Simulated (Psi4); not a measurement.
# GeH2 (SMILES [H][Ge][H]) at 3 levels

Aim: a comparison of 3 runs (HF/3-21G, B3LYP/6-31G*, PBE/6-31G*) of GeH2. 

The results are computed with Psi4 1.11.

8 further runs of the same task are left out: 8 set aside as unsound or not needed.

## 1. The molecule

The species is GeH2 (3 atoms), meant as a singlet with charge 0. SMILES: `[H][Ge][H]`. The shape comes from GFN2-xTB, which is rough for such elements, and wasn't checked as a minimum.

Bond lengths: Ge1–H2 1.609 Å, Ge1–H3 1.607 Å. Angles: H2–Ge1–H3 86.5°.

## 2. Energy and forces at HF/3-21G (run 1)

The input, calc.py:

```python
import psi4

psi4.set_memory(1600000000)
psi4.set_num_threads(1)
psi4.core.set_output_file('output.dat', False)

m = psi4.geometry("""
0 1
Ge
H 1 1.608908
H 1 1.60716 2 86.46013
symmetry c1
""")

psi4.set_options({
    'puream': True,
    'e_convergence': 1e-09,
    'd_convergence': 1e-08,
    'scf_type': 'pk',
})

result, w = psi4.gradient('hf/3-21G', return_wfn=True)
psi4.oeprop(w, 'WIBERG_LOWDIN_INDICES', 'MULLIKEN_CHARGES', 'LOWDIN_CHARGES')
print('gradient / Eh bohr^-1')
print(result.np.round(6))
print(f'energy = {w.energy():.10f} Eh')
```

Command:

```
$ python calc.py
```

output.dat:

```text
[...]
  Running in c1 symmetry.
[...]
  Nuclear repulsion =   21.301571922213796
[...]
  Multiplicity = 1
[...]
  Nalpha       = 17
  Nbeta        = 17
[...]
    Number of basis functions: 26
[...]
   @RHF iter   1: -2066.07494266801950   -4.20465e+00   2.68729e-02 ADIIS/DIIS
[...]
   @RHF iter   9: -2066.42873559723284    9.09495e-13   1.70024e-09 DIIS
[...]
    Orbital Energies [Eh]
    ---------------------
    Doubly Occupied:
       1A   -402.671093     2A    -51.898603     3A    -45.909797
       4A    -45.908552     5A    -45.908167     6A     -7.131935
       7A     -5.088642     8A     -5.082024     9A     -5.079107
      10A     -1.537715    11A     -1.535591    12A     -1.532312
      13A     -1.525313    14A     -1.523555    15A     -0.669708
      16A     -0.424519    17A     -0.334639
[...]
  @RHF Final Energy: -2066.42873559723284
   => Energetics <=
    Nuclear Repulsion Energy =             21.3015719222137960
    One-Electron Energy =               -2927.9380707211075787
    Two-Electron Energy =                 840.2077632016610096
    Total Energy =                      -2066.4287355972328442
[...]
 Multipole Moments:
 ------------------------------------------------------------------------------------
     Multipole            Electronic (a.u.)      Nuclear  (a.u.)        Total (a.u.)
 ------------------------------------------------------------------------------------
 L = 1.  Multiply by 2.5417464519 to convert [e a0] to [Debye]
 Dipole X            :          1.6535683           -1.6634423           -0.0098740
 Dipole Y            :          1.7633411           -1.7713371           -0.0079960
 Dipole Z            :         -0.0000000            0.0000000           -0.0000000
 Magnitude           :                                                    0.0127056
[...]
  -Total Gradient:
     Atom            X                  Y                   Z
    ------   -----------------  -----------------  -----------------
       1        0.008293458817     0.009259959744    -0.000000000000
       2       -0.006513437752    -0.002616859153     0.000000000000
       3       -0.001780021061    -0.006643100590     0.000000000000
[...]
  Mulliken Charges: (a.u.)
   Center  Symbol    Alpha    Beta     Spin     Total
       1    GE    15.76264 15.76264  0.00000  0.47472
       2     H     0.61864  0.61864  0.00000 -0.23728
       3     H     0.61872  0.61872  0.00000 -0.23744
   Total alpha = 17.00000, Total beta = 17.00000, Total charge =  0.00000
  Lowdin Charges: (a.u.)
   Center  Symbol    Alpha    Beta     Spin     Total
       1    GE    15.85232 15.85232  0.00000  0.29536
       2     H     0.57384  0.57384  0.00000 -0.14769
       3     H     0.57384  0.57384  0.00000 -0.14767
[...]
```

On the terminal:

```text
gradient / Eh bohr^-1
[[ 0.008293  0.00926  -0.      ]
 [-0.006513 -0.002617  0.      ]
 [-0.00178  -0.006643  0.      ]]
energy = -2066.4287355972 Eh
```

It took 1.3 s on 1 thread of Intel Xeon 6975P-C (Granite Rapids), shared host; peak memory 0.19 GiB.

## 3. Energy and forces at B3LYP/6-31G(d) (spherical functions) (run 2)

The input, run.py:

```python
import psi4

psi4.set_memory(1600000000)
psi4.set_num_threads(1)
psi4.set_output_file('output.dat', False)

mol = psi4.geometry("""
0 1
Ge     0.004590    -0.009050    -0.781020
H      1.098840    -0.017820     0.398440
H     -1.103430     0.026870     0.382580
units angstrom
symmetry c1
""")

options = {'puream': True, 'e_convergence': 1e-09, 'd_convergence': 1e-08, 'scf_type': 'pk', 'dft_radial_points': 99, 'dft_spherical_points': 590}
psi4.set_options(options)

result, w = psi4.gradient('b3lyp/6-31G*', molecule=mol, return_wfn=True)
psi4.oeprop(w, 'MULLIKEN_CHARGES', 'MAYER_INDICES', 'WIBERG_LOWDIN_INDICES', title='B3LYP')
print('gradient / Eh bohr^-1')
print(result.np.round(6))
print(f'energy = {w.energy():.10f} Eh')
for k, v in sorted(psi4.core.scalar_variables().items()):
    print(f'{k:45s} {v:18.10f}')
```

Command:

```
$ python run.py
```

output.dat:

```text
[...]
  Running in c1 symmetry.
[...]
  Nuclear repulsion =   21.301569509305626
[...]
  Multiplicity = 1
[...]
  Nalpha       = 17
  Nbeta        = 17
[...]
    Number of basis functions: 36
[...]
   @RKS iter   1: -2076.59968633428980   -2.26733e+00   7.29117e-02 ADIIS/DIIS
[...]
   @RKS iter  10: -2077.90948640043371   -1.81899e-12   3.10289e-09 DIIS
[...]
    Orbital Energies [Eh]
    ---------------------
    Doubly Occupied:
       1A   -398.740267     2A    -49.817400     3A    -44.343398
       4A    -44.339975     5A    -44.339188     6A     -6.244793
       7A     -4.422942     8A     -4.411429     9A     -4.408608
      10A     -1.223581    11A     -1.220406    12A     -1.218066
      13A     -1.210908    14A     -1.208497    15A     -0.520242
      16A     -0.307778    17A     -0.251220
[...]
  @RKS Final Energy: -2077.90948640043371
   => Energetics <=
    Nuclear Repulsion Energy =             21.3015695093056259
    One-Electron Energy =               -2936.8981171787186213
    Two-Electron Energy =                 901.8218802156527545
    DFT Exchange-Correlation Energy =     -64.1348189466730787
    Empirical Dispersion Energy =           0.0000000000000000
    VV10 Nonlocal Energy =                  0.0000000000000000
    Total Energy =                      -2077.9094864004337069
[...]
 Multipole Moments:
 ------------------------------------------------------------------------------------
     Multipole            Electronic (a.u.)      Nuclear  (a.u.)        Total (a.u.)
 ------------------------------------------------------------------------------------
 L = 1.  Multiply by 2.5417464519 to convert [e a0] to [Debye]
 Dipole X            :         -0.0133956            0.0148500            0.0014544
 Dipole Y            :         -2.4320706            2.4299087           -0.0021618
 Dipole Z            :          0.0000000           -0.0000000            0.0000000
 Magnitude           :                                                    0.0026055
[...]
  -Total Gradient:
     Atom            X                  Y                   Z
    ------   -----------------  -----------------  -----------------
       1        0.000284437387    -0.003714624568     0.000000000001
       2        0.002759356664     0.001999966542     0.000000000000
       3       -0.003043692745     0.001714945305     0.000000000000
[...]
  Mulliken Charges: (a.u.)
   Center  Symbol    Alpha    Beta     Spin     Total
       1    GE    15.98164 15.98164  0.00000  0.03671
       2     H     0.50933  0.50933  0.00000 -0.01866
       3     H     0.50903  0.50903  0.00000 -0.01806
   Total alpha = 17.00000, Total beta = 17.00000, Total charge = -0.00000
  Mayer Bond Indices:
[...]
```

On the terminal:

```text
gradient / Eh bohr^-1
[[ 0.000284 -0.003715  0.      ]
 [ 0.002759  0.002     0.      ]
 [-0.003044  0.001715  0.      ]]
energy = -2077.9094864004 Eh
CURRENT ENERGY                                  -2077.9094864004
CURRENT REFERENCE ENERGY                        -2077.9094864004
DD SOLVATION ENERGY                                 0.0000000000
DFT FUNCTIONAL TOTAL ENERGY                     -2077.9094864004
DFT TOTAL ENERGY                                -2077.9094864004
DFT VV10 ENERGY                                     0.0000000000
DFT XC ENERGY                                     -64.1348189467
GRID ELECTRONS ALPHA                               17.0000000073
GRID ELECTRONS BETA                                17.0000000073
GRID ELECTRONS TOTAL                               34.0000000146
NUCLEAR REPULSION ENERGY                           21.3015695093
ONE-ELECTRON ENERGY                             -2936.8981171787
PCM POLARIZATION ENERGY                             0.0000000000
PE ENERGY                                           0.0000000000
SCF ITERATION ENERGY                            -2077.9094864004
SCF ITERATIONS                                     10.0000000000
SCF TOTAL ENERGY                                -2077.9094864004
TWO-ELECTRON ENERGY                               901.8218802157
XC GRID RADIAL POINTS                              99.0000000000
XC GRID SPHERICAL POINTS                          590.0000000000
XC GRID TOTAL POINTS                           167580.0000000000
```

Wall time 3.6 s (1 thread of Intel Xeon 6975P-C (Granite Rapids), shared host); peak memory 0.36 GiB.

## 4. Energy and forces at PBE/6-31G(d) (spherical functions) (run 3)

The input, calc.inp:

```
memory 1.6 GB

molecule {
  0 1
  Ge     0.004590    -0.009050    -0.781020
  H      1.098840    -0.017820     0.398440
  H     -1.103430     0.026870     0.382580
  symmetry c1
}

set {
  puream true
  e_convergence 1e-09
  d_convergence 1e-08
  scf_type pk
  dft_radial_points 99
  dft_spherical_points 590
}

result, w = gradient("pbe/6-31G*", return_wfn=True)
oeprop(w, "MAYER_INDICES", "WIBERG_LOWDIN_INDICES", "LOWDIN_CHARGES", title="PBE")
```

Command:

```
$ psi4 calc.inp calc.out -n 1
```

calc.out:

```text
[...]
  Running in c1 symmetry.
[...]
  Nuclear repulsion =   21.301569509305626
[...]
  Multiplicity = 1
[...]
  Nalpha       = 17
  Nbeta        = 17
[...]
    Number of basis functions: 36
[...]
   @RKS iter   1: -2076.11379877039462   -1.89802e+00   7.59217e-02 ADIIS/DIIS
[...]
   @RKS iter  11: -2077.53733418180127   -4.54747e-13   5.68363e-10 DIIS
[...]
    Orbital Energies [Eh]
    ---------------------
    Doubly Occupied:
       1A   -397.052971     2A    -49.197069     3A    -43.816336
       4A    -43.812383     5A    -43.811542     6A     -5.997773
       7A     -4.221417     8A     -4.208420     9A     -4.205604
      10A     -1.104509    11A     -1.101289    12A     -1.099088
      13A     -1.091066    14A     -1.089015    15A     -0.471958
      16A     -0.270552    17A     -0.219218
[...]
  @RKS Final Energy: -2077.53733418180127
   => Energetics <=
    Nuclear Repulsion Energy =             21.3015695093056259
    One-Electron Energy =               -2936.6624622301555974
    Two-Electron Energy =                 917.1617082083706691
    DFT Exchange-Correlation Energy =     -79.3381496693217514
    Empirical Dispersion Energy =           0.0000000000000000
    VV10 Nonlocal Energy =                  0.0000000000000000
    Total Energy =                      -2077.5373341818012705
[...]
 Multipole Moments:
 ------------------------------------------------------------------------------------
     Multipole            Electronic (a.u.)      Nuclear  (a.u.)        Total (a.u.)
 ------------------------------------------------------------------------------------
 L = 1.  Multiply by 2.5417464519 to convert [e a0] to [Debye]
 Dipole X            :         -0.0131932            0.0148500            0.0016569
 Dipole Y            :         -2.3922373            2.4299087            0.0376715
 Dipole Z            :         -0.0000000           -0.0000000           -0.0000000
 Magnitude           :                                                    0.0377079
[...]
  -Total Gradient:
     Atom            X                  Y                   Z
    ------   -----------------  -----------------  -----------------
       1        0.000314794343     0.000951846086    -0.000000000126
       2        0.003869768916    -0.000340461822     0.000000000063
       3       -0.004184461848    -0.000611255840     0.000000000063
[...]
```

Run time: 3.9 s. Hardware: 1 thread of Intel Xeon 6975P-C (Granite Rapids), shared host; peak memory 0.37 GiB.

## 5. Overview of the runs

```tsv
run	level	integration grid	energy (Eh)	dipole moment (D)	HOMO energy (eV)	LUMO energy (eV)	wall time
1	HF/3-21G	–	-2066.428736	0.03	-9.11	0.12	1.3 s
2	B3LYP/6-31G* (spherical functions)	99 radial × 590 angular	-2077.909486	0.01	-6.84	-3.28	3.6 s
3	PBE/6-31G* (spherical functions)	99 radial × 590 angular	-2077.537334	0.10	-5.97	-3.91	3.9 s
```

## 6. Summary of results

| quantity | value |
| --- | --- |
| run 3: total energy | -2077.53733 Eh |
| run 3: dipole moment | 0.10 D |
| run 3: HOMO energy | -5.97 eV |
| run 3: LUMO energy | -3.91 eV |
| run 3: HOMO–LUMO gap | 2.06 eV |
| run 3: largest force on an atom | 0.217 eV/Å |

The dipole moment (its size) runs from 0.01 D (B3LYP/6-31G*) to 0.10 D (PBE/6-31G*). The two dipoles point in opposite directions. The HOMO–LUMO gap runs from 2.06 eV (PBE/6-31G*) to 9.22 eV (HF/3-21G). The two ends differ in method and basis. Totals of different functionals can't be ranked against each other. All runs together took 8.8 s, the longest 3.9 s.
